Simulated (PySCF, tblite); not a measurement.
# C6H12BO radical: geometry, infrared bands and EPR parameters

What infrared bands and EPR parameters should C6H12BO radical (`CB[C]1COC1(C)C`) show?

Programs: tblite 0.8.0 and PySCF 2.14.0, with density-fitted response routines of our own. Each step states its level of theory. These are calculated values for one molecule in the gas phase, unless marked as measured. Atoms are numbered from 0 throughout.

### Step 1. The starting structure

20 atoms, charge 0, multiplicity 2; geometry from: force field or distance geometry start.

Bonds of the start (Å): C0–B1 1.60, B1–C2 1.57, C2–C3 1.49, C3–O4 1.39, O4–C5 1.41, C5–C6 1.50, C5–C7 1.50, C5–C2 1.52, C0–H8 1.10, C0–H9 1.10, C0–H10 1.11, B1–H11 1.21, C3–H12 1.12, C3–H13 1.12, C6–H14 1.10, C6–H15 1.10, C6–H16 1.12, C7–H17 1.12, C7–H18 1.12, C7–H19 1.10.

### Step 2. Geometry optimisation with GFN2-xTB

Job settings and geometry (Å):

```
{"job": {"kind": "relax", "xc": "GFN2-xTB", "basis": "xTB"}, "charge": 0, "multiplicity": 2}
C      2.642000    -0.307700    -0.783500
B      1.395600    -0.764000     0.109400
C      0.460200     0.397000     0.592400
C     -0.244800     0.218800     1.894300
O     -1.445000     0.702200     1.377300
C     -0.974300     0.348600     0.095100
C     -1.382900     1.416100    -0.881600
C     -1.446600    -0.999300    -0.375400
H      3.393200     0.255900    -0.203100
H      2.238100     0.351600    -1.570400
H      3.143700    -1.173100    -1.258300
H      1.642200    -1.663200     0.873000
H     -0.361100    -0.831900     2.271500
H      0.216200     0.891500     2.658600
H     -1.017200     1.234100    -1.898600
H     -1.125700     2.439600    -0.557700
H     -2.498800     1.383600    -0.932700
H     -2.532500    -0.908500    -0.634100
H     -1.283800    -1.712000     0.467800
H     -0.823600    -1.268600    -1.247100
```

On the command line:

```bash
$ OMP_NUM_THREADS=1 python probes_run.py task.json out
```

One launch serves the whole session: the jobs run in the order shown.

**Question.** This job is followed by: GFN2-xTB harmonic vibrations, gas phase; UKS B3LYP, pcH-1 on B C H O, non-relativistic, mean-field spin-orbit, GIAO. Predict these results of the whole session: strongest single infrared mode (GFN2-xTB); zero-point energy (GFN2-xTB); g(iso) (B3LYP); ⟨S²⟩; largest a(iso) (averaged by class); surface potential, 1st and 99th percentile.

The runs gave:

```
                                 quantity                      value
strongest single infrared mode (GFN2-xTB)      2592 cm⁻¹, 184 km/mol
             zero-point energy (GFN2-xTB)             103.8 kcal/mol
                           g(iso) (B3LYP)                    2.00268
                                     ⟨S²⟩         0.753 (exact 0.75)
       largest a(iso) (averaged by class)  1H on H12, H13, 107.7 MHz
    surface potential, 1st and 99th percentile         -1.52 V and 0.81 V
```

Relaxing lowered the energy by 1.693 eV in 120 steps; the close pair that moved most is B1–C2, from 1.567 to 1.500 Å. All 54 modes are real, so the xTB geometry is a minimum. The strongest single mode, at 2592 cm⁻¹, moves mainly H11. Unscaled tight-binding wavenumbers are off by several per cent, some by more. Its intensities can rank the bands wrongly. C2 carries the largest spin population, 0.77 e. The isotropic g lies 0.4 ppt above the free-electron value.
